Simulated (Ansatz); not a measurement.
Relaxation of a periodic cell of 17 atoms, TiSi16 (host Si, host structure diamond, interstitial Ti), to a largest force component of 0.03 eV/Å in at most 60 steps.

Level of theory: Ansatz, DFT r2SCAN, scalar-relativistic, plane waves, PAW. Settings: PAW set soft_1, cutoff 500 eV, k mesh 2x2x2, gaussian smearing 0.05 eV, no spin polarisation.

```xyz
17
Lattice="0.0000 5.4300 5.4300 5.4300 0.0000 5.4300 5.4300 5.4300 0.0000" Properties=species:S:1:pos:R:3:forces:R:3
Si 0.000 0.000 0.000 -0.06 -0.14 -0.15
Si 1.357 1.357 1.357 -2.90 0.75 0.76
Si 2.715 2.715 0.000 -0.65 2.60 -0.65
Si 4.072 4.072 1.357 0.15 0.05 0.15
Si 2.715 0.000 2.715 -0.86 -0.84 3.23
Si 4.072 1.357 4.072 0.17 0.17 0.06
Si 5.430 2.715 2.715 -0.10 -0.09 -0.10
Si 6.787 4.072 4.072 -0.01 -0.02 -0.01
Si 0.000 2.715 2.715 0.03 0.01 0.02
Si 1.357 4.072 4.072 0.09 0.10 0.09
Si 2.715 5.430 2.715 -0.15 -0.14 -0.06
Si 4.072 6.787 4.072 0.78 0.78 -2.97
Si 2.715 2.715 5.430 -0.16 -0.07 -0.16
Si 4.072 4.072 6.787 1.01 -3.65 1.02
Si 5.430 5.430 5.430 3.31 -0.86 -0.89
Si 6.787 6.787 6.787 0.06 0.17 0.17
Ti 3.397 6.061 6.106 -0.71 1.17 -0.51
```

Question: Where does it end, and by what steps?

Answer: It converged. The force dipped under the threshold on the way, but the program's further checks kept it going. Limits of this set-up: coarse k mesh. After 16 steps the energy has fallen by 3.262 eV; Ti17 moved furthest, 1.06 Å.

| step | energy less start (eV) | largest force component (eV/Å) | accepted |
| --- | --- | --- | --- |
| 0 | 0.0000 | 3.646 | yes |
| 1 | -1.2740 | 1.238 | yes |
| 2 | -1.5060 | 0.459 | yes |
| 3 | -1.8564 | 1.217 | yes |
| 4 | -2.3045 | 1.138 | yes |
| 5 | -2.7656 | 0.872 | yes |
| 6 | -3.1251 | 0.489 | yes |
| 7 | -3.2373 | 0.154 | yes |
| 8 | -3.2487 | 0.036 | yes |
| 9 | -3.2502 | 0.035 | yes |
| 10 | -3.2516 | 0.086 | yes |
| 11 | -3.2545 | 0.069 | yes |
| 12 | -3.2577 | 0.107 | yes |
| 13 | -3.2614 | 0.029 | yes |
| 14 | -3.2614 | 0.029 | yes |
| 15 | -3.2620 | 0.010 | yes |
| 16 | -3.2621 | 0.008 | yes |

```xyz
17
Lattice="0.0000 5.4300 5.4300 5.4300 0.0000 5.4300 5.4300 5.4300 0.0000" Properties=species:S:1:pos:R:3
Si -0.016 0.044 0.082
Si 1.303 1.404 1.492
Si 2.754 2.737 0.040
Si 4.128 4.056 1.412
Si 2.713 0.043 2.812
Si 4.111 1.393 4.113
Si 5.470 2.707 2.753
Si 6.812 4.055 4.096
Si 0.039 2.840 2.757
Si 1.367 4.122 4.082
Si 2.797 5.473 2.698
Si 4.206 6.833 4.020
Si 2.756 2.729 5.469
Si 4.144 4.122 6.858
Si 5.528 5.472 5.428
Si 6.831 6.822 6.824
Ti 2.755 5.510 5.471
```

Whether the end is a true minimum wasn't checked by a vibrational analysis.

The run took 5.6 min on 2 threads of Arm Neoverse V2 (shared host), peak memory 1.6 GiB.
